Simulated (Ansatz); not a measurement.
# H3NSSn: vertical and adiabatic energies of changing the electron count, by script

Wanted for H3NSSn: vertical and adiabatic energies of changing the electron count. SMILES: [NH2][Sn][SH].

Computed with Ansatz 0.2.0 through its Python package. Level of theory: PBE0/def2-SVP.

### Step 1. The structure

Bond lengths: N1–Sn2 1.993 Å, Sn2–S3 2.396 Å, N1–H4 1.107 Å, N1–H5 1.069 Å, S3–H6 1.422 Å. Angles: N1–Sn2–S3 109.1°, Sn2–N1–H4 106.4°, Sn2–N1–H5 110.4°, H4–N1–H5 104.9°, Sn2–S3–H6 92.6°.

No structure file is read: the coordinates are typed or built in the script.

### Step 2. The script

adiabatic.py reads:

```python
"""Vertical and adiabatic ionisation of H3NSSn."""

import itertools
import warnings

import ansatz as az
from ase import Atoms
from ase.data import atomic_numbers, covalent_radii
import numpy as np


def main() -> None:
    warnings.simplefilter("ignore", az.DeckWarning)

    atoms = Atoms(["N", "Sn", "S", "H", "H", "H"], positions=[
        (-1.2242, 0.2262, -0.8488),
        (0.3275, -0.8212, -0.1643),
        (1.1433, 0.2035, 1.8423),
        (-0.8423, 1.2419, -1.0691),
        (-1.5444, -0.1572, -1.7939),
        (2.1821, -0.7571, 1.9876),
    ])
    h3nssn = az.Crystal.molecule_from_ase(atoms)

    calculation = (
        h3nssn.calculation()
        .basis(gaussian="def2-SVP")
        .functional("pbe0")
    )
    symbols = [site.symbol for site in h3nssn.cartesian_sites]
    start = np.array([site.position_ang for site in h3nssn.cartesian_sites], dtype=float)
    rep = calculation.relax(force_tolerance=0.01).run(threads=1).report
    end = np.array(rep["positions_ang"])

    minimum = az.Crystal.molecule()
    for symbol, place in zip(symbols, end):
        minimum = minimum.atom(symbol, place.tolist())
    ion = minimum.calculation()
    ion = ion.basis(gaussian="def2-SVP").functional("pbe0")
    ion = ion.charge(1)
    ion = ion.spin("collinear", total=1)
    vertical = ion.run(threads=1).report
    settled = ion.relax(force_tolerance=0.01, max_steps=80).run(threads=1).report
    print(f"vertical ionisation energy   {vertical['free_energy_ev'] - rep['free_energy_ev']:.3f} eV")
    print(f"adiabatic, no zero point     {settled['free_energy_ev'] - rep['free_energy_ev']:.3f} eV")
    print(f"relaxation energy of the ion {vertical['free_energy_ev'] - settled['free_energy_ev']:.3f} eV")
    ionised = np.array(settled["positions_ang"])
    # pairs closer than 1.2 times the sum of covalent radii, before or after
    radius = [covalent_radii[atomic_numbers[s]] for s in symbols]
    span = lambda where, i, j: np.linalg.norm(where[i] - where[j])
    bonded = [(i, j) for i, j in itertools.combinations(range(len(symbols)), 2) if min(span(end, i, j), span(ionised, i, j)) < 1.2 * (radius[i] + radius[j])]
    print("pair        before    after (A)")
    for i, j in bonded:
        print(f"{symbols[i]}{i}-{symbols[j]}{j}".ljust(10), f"{span(end, i, j):8.4f} {span(ionised, i, j):8.4f}")
    for first, second in list(itertools.combinations(bonded, 2)):
        shared = set(first) & set(second)
        if shared and symbols[(j := shared.pop())] != "H":
            i, k = sorted((set(first) | set(second)) - {j})
            u, v = ionised[i] - ionised[j], ionised[k] - ionised[j]
            angle = np.degrees(np.arccos(np.clip(u @ v / np.linalg.norm(u) / np.linalg.norm(v), -1, 1)))
            print(f"final angle {symbols[i]}{i}-{symbols[j]}{j}-{symbols[k]}{k}: {angle:.2f} deg")


if __name__ == "__main__":
    main()
```

### Step 3. The calls as engine input

The engine receives this input (first run):

```yaml
crystal:
  periodic: [false, false, false]
  atoms:
    - { symbol: "N", position_ang: [-1.2242, 0.2262, -0.8488] }
    - { symbol: Sn, position_ang: [0.3275, -0.8212, -0.1643] }
    - { symbol: S, position_ang: [1.1433, 0.2035, 1.8423] }
    - { symbol: H, position_ang: [-0.8423, 1.2419, -1.0691] }
    - { symbol: H, position_ang: [-1.5444, -0.1572, -1.7939] }
    - { symbol: H, position_ang: [2.1821, -0.7571, 1.9876] }
basis:
  gaussian:
    orbitals: def2-SVP
hamiltonian:
  xc: pbe0
relax:
  f_tol: 0.01
```

### Step 4. Running it

Launch:

```
python adiabatic.py
```

Q: Predict the main results. Wanted: vertical ionisation energy; adiabatic ionisation energy, no zero point.

The runs gave:

| quantity | value |
| --- | --- |
| vertical ionisation energy | 8.742 eV |
| adiabatic ionisation energy, no zero point | 8.451 eV |
| runs compared | 3 |

In words: The ionisation energy is a difference of two total energies at the neutral geometry; letting the ion relax lowers it by 0.29 eV. In CPU time, run 3 cost about 4.8 times as much as run 2. Run 1: The relaxation took 6 moves; the largest shift is 0.422 Å, of atom 4 (H). Run 3: After 9 moves the largest shift is 0.300 Å, of atom 2 (Sn). The energies are electronic: no zero-point or thermal terms, and the basis set is short of its limit. The product may relax into another structure. def2 sets replace the cores of elements past krypton by effective core potentials.
